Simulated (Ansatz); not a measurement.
# C5H7O2−: basis-set convergence

One table from this session's results is given with a row withheld; the runs are named, their logs left out.

Method: one geometry, several basis sets; program: Ansatz 0.2.0, Gaussian basis.

Plan: PBE0-D4/def2-SVPD; ωB97M-V/def2-SVPD; PBE0-D4/def2-QZVPPD; ωB97M-V/def2-QZVPPD; the functionals' def2-TZVPPD values are taken from earlier runs.

## Structure used throughout

An earlier PBE0-D4 in a triple-zeta def2 set relaxation fixed the geometry.

SMILES `CC(=O)[CH-]C(C)=O`, 14 atoms, charge -1, spin multiplicity 1.

Atoms are counted from 1 here; the program's logs count them from 0.

Bond lengths: C1–C2 1.529 Å, C1–H8 1.093 Å, C1–H9 1.094 Å, C1–H10 1.094 Å, C2–O3 1.248 Å, C2–C4 1.407 Å, C4–C5 1.420 Å, C4–H11 1.086 Å, C5–C6 1.517 Å, C5–O7 1.244 Å, C6–H12 1.092 Å, C6–H13 1.093 Å, C6–H14 1.093 Å. Angles: C2–C1–H8 113.5°, C2–C1–H9 108.8°, C2–C1–H10 108.8°, H8–C1–H9 109.2°, H8–C1–H10 109.2°, H9–C1–H10 107.0°, C1–C2–O3 115.9°, C1–C2–C4 115.8°, O3–C2–C4 128.2°, C2–C4–C5 127.4°, C2–C4–H11 117.8°, C5–C4–H11 114.8°, C4–C5–C6 118.8°, C4–C5–O7 123.1°, C6–C5–O7 118.1°, C5–C6–H12 108.5°, C5–C6–H13 110.8°, C5–C6–H14 110.8° and more.

Coordinates:

```xyz
14
C5H7O2
C     1.2277   -1.9793    0.4342
C     0.6911   -0.5530    0.3036
O     1.4132    0.3476    0.7778
C    -0.5552   -0.4229   -0.3369
C    -1.2751    0.7754   -0.5868
C    -0.6796    2.0948   -0.1329
O    -2.3769    0.7976   -1.1635
H     0.5628   -2.7355    0.0103
H     1.3939   -2.1985    1.4934
H     2.2015   -2.0372   -0.0621
H    -1.0414   -1.3276   -0.6886
H    -1.3697    2.8972   -0.4020
H     0.2999    2.2551   -0.5900
H    -0.4923    2.0862    0.9435
```

The first run:

The input, in.yaml:

```yaml
crystal:
  periodic: [false, false, false]
  atoms:
    - {symbol: C, position_ang: [1.227710, -1.979276, 0.434163]}
    - {symbol: C, position_ang: [0.691146, -0.553022, 0.303630]}
    - {symbol: O, position_ang: [1.413242, 0.347601, 0.777846]}
    - {symbol: C, position_ang: [-0.555182, -0.422852, -0.336859]}
    - {symbol: C, position_ang: [-1.275099, 0.775409, -0.586798]}
    - {symbol: C, position_ang: [-0.679582, 2.094847, -0.132949]}
    - {symbol: O, position_ang: [-2.376946, 0.797570, -1.163493]}
    - {symbol: H, position_ang: [0.562838, -2.735481, 0.010293]}
    - {symbol: H, position_ang: [1.393927, -2.198508, 1.493445]}
    - {symbol: H, position_ang: [2.201474, -2.037229, -0.062126]}
    - {symbol: H, position_ang: [-1.041415, -1.327554, -0.688630]}
    - {symbol: H, position_ang: [-1.369716, 2.897211, -0.402010]}
    - {symbol: H, position_ang: [0.299944, 2.255093, -0.589982]}
    - {symbol: H, position_ang: [-0.492331, 2.086180, 0.943469]}
basis:
  gaussian: {orbitals: def2-SVPD}
total_charge: -1
hamiltonian: {xc: pbe0, dispersion: d4}
output: {orbitals: {seedname: orbitals}}
```

Run with:

```
$ ansatz run in.yaml --threads 4 --pin off --events-out ev --progress --plain --max-ram 11315MiB
```

Steps of the session up to this table: PBE0-D4 in def2-SVPD; ωB97M-V in def2-SVPD; PBE0-D4 in def2-QZVPPD; ωB97M-V in def2-QZVPPD.

One table of the session follows, with a row left open; its other results are not shown here.

It belongs to the step «Functionals by basis». 

```
functional        basis  HOMO (eV)  LUMO (eV)
   PBE0-D4    def2-SVPD      -1.14       4.32
   PBE0-D4  def2-TZVPPD      -1.12       3.64
   PBE0-D4  def2-QZVPPD          ?          ?
   ωB97M-V    def2-SVPD      -3.23       5.27
   ωB97M-V  def2-TZVPPD      -3.20       4.22
   ωB97M-V  def2-QZVPPD      -3.20       3.73
```

**Question.** Estimate the row for PBE0-D4, def2-QZVPPD.

**Answer.** HOMO (eV): -1.14; LUMO (eV): 3.30.
